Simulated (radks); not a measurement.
**Re²⁺ in [Xe] 4f14 5d5: an all-electron calculation**

Wanted: eigenvalues, radial structure and energy terms of the rhenium ion Re2+.

Program: radks (a radial shooting solver on a logarithmic mesh, Libxc functionals) version 1. Level of theory: scalar-relativistic Kohn-Sham, PBE, spin-polarised, spherical densities, point nucleus; open shells are filled with parallel spins first. These are calculated values, not measurements, unless marked.

## (1) The system

| Quantity | Value |
| --- | --- |
| element | rhenium (Z = 75) |
| charge | +2 |
| electrons | 73 |
| configuration | [Xe] 4f14 5d5 |

Outer shells as boxes (Hund's rule):

Re²⁺
```
[Xe] core
4f [↑↓][↑↓][↑↓][↑↓][↑↓][↑↓][↑↓]
5d [↑ ][↑ ][↑ ][↑ ][↑ ]
```

## (2) The run

The run's settings:

```text
Z 75
configuration [Xe] 4f14 5d5 6s0 6p0 5f0 6d0
relativity scalar-relativistic
functional pbe,pbe
spin polarised
nucleus point
c 137.035999084
```

On the command line:

```sh
python run_ks.py task.json out
```

This one command runs every case of the session in turn.

What does the calculation give?

**Answer**, as computed:

```
                        quantity                   value
                    total energy     -16691.4507 hartree
exchange-correlation share of it                  1.98 %
                            −T/E                  1.1053
          highest occupied level       5d up, -22.684 eV
    most extended occupied level  5d up, <r> = 1.77 bohr
 radius at density 0.001 e/bohr³               3.67 bohr
    maxima of the radial density                       4
         ionisation energy, NIST          27 (theory) eV
```

**Reading.** 5 principal shells are occupied and 4 maxima appear in the radial density; where shells overlap, one shows as a shoulder or not at all. −T/E is 1.105: with relativity the kinetic term as defined here no longer equals −E. Minus the highest eigenvalue, 22.684 eV, is 84 % of the tabulated ionisation energy (27 eV); the potential of a semilocal functional falls off too fast, so its top eigenvalue is too shallow. Open shells are spherical and high-spin; term and fine-structure splittings are not resolved. Spin-orbit splitting is averaged out at the scalar-relativistic level.
